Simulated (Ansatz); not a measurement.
## Ca3SbAs, space group Pm-3m: a scan of one input key, step by step

With the Ansatz DFT code, driven from Python.

The script reads `POSCAR`:
```text
Ca3SbAs
1.0
   5.49000000    0.00000000    0.00000000
   0.00000000    5.49000000    0.00000000
   0.00000000    0.00000000    5.49000000
Ca Sb As
3 1 1
Direct
   0.00000000    0.50000000    0.50000000
   0.50000000    0.00000000    0.50000000
   0.50000000    0.50000000    0.00000000
   0.00000000    0.00000000    0.00000000
   0.50000000    0.50000000    0.50000000
```

The cells in order, each with its output:

**Cell 1**
```python
import warnings

import ansatz as az
from ase.io import read
```

**Cell 2**
```python
warnings.simplefilter("ignore", az.DeckWarning)
```

**Cell 3**
```python
atoms = read("POSCAR", format="vasp")
ca3sbas = az.Crystal.from_ase(atoms)

[site.symbol for site in ca3sbas.resolved().sites]
```
Output:
```text
['Ca', 'Ca', 'Ca', 'Sb', 'As']
```

**Cell 4**
```python
calculation = ca3sbas.calculation()
calculation = calculation.functional("PBEsol")
calculation = calculation.occupations(az.OccupationsMethod.FIXED)
calculation = calculation.kpoints(mesh=(3, 3, 3))
calculation = calculation.band_table()
typed = calculation.input()
rows = []
for value in [0.1, 0.3, 0.6]:
    edited = typed.set(az.key.scf.mixing.beta, value)
    data = az.Session.from_dict(edited).plan().execute().report
    rows.append((value, data["free_energy_ev"], data["n_iterations"], len(data["eigenvalues_ev"][0]) if "eigenvalues_ev" in data else 0))
for row in rows:
    print("; ".join(f"{name} = {round(v, 4) if isinstance(v, float) else v}" for name, v in zip(["beta", "F eV", "iterations", "bands listed"], row)))
```
Output:
```text
beta = 0.1; F eV = -16606.8167; iterations = 8; bands listed = 35
beta = 0.3; F eV = -16606.8167; iterations = 7; bands listed = 35
beta = 0.6; F eV = -16606.8167; iterations = 7; bands listed = 35
```

Total energies depend on the potentials; only differences at equal settings carry meaning. A total without «per atom» is that of the cell as typed. This cell is a computed structure, which may not be the phase found in nature. It ran for 6.6 s on 1 thread of Intel(R) Xeon(R) 6975P-C (Granite Rapids), with other jobs on the host, peak memory 0.52 GiB.

(Lines on the test bed's own set-up are left out of the output.)
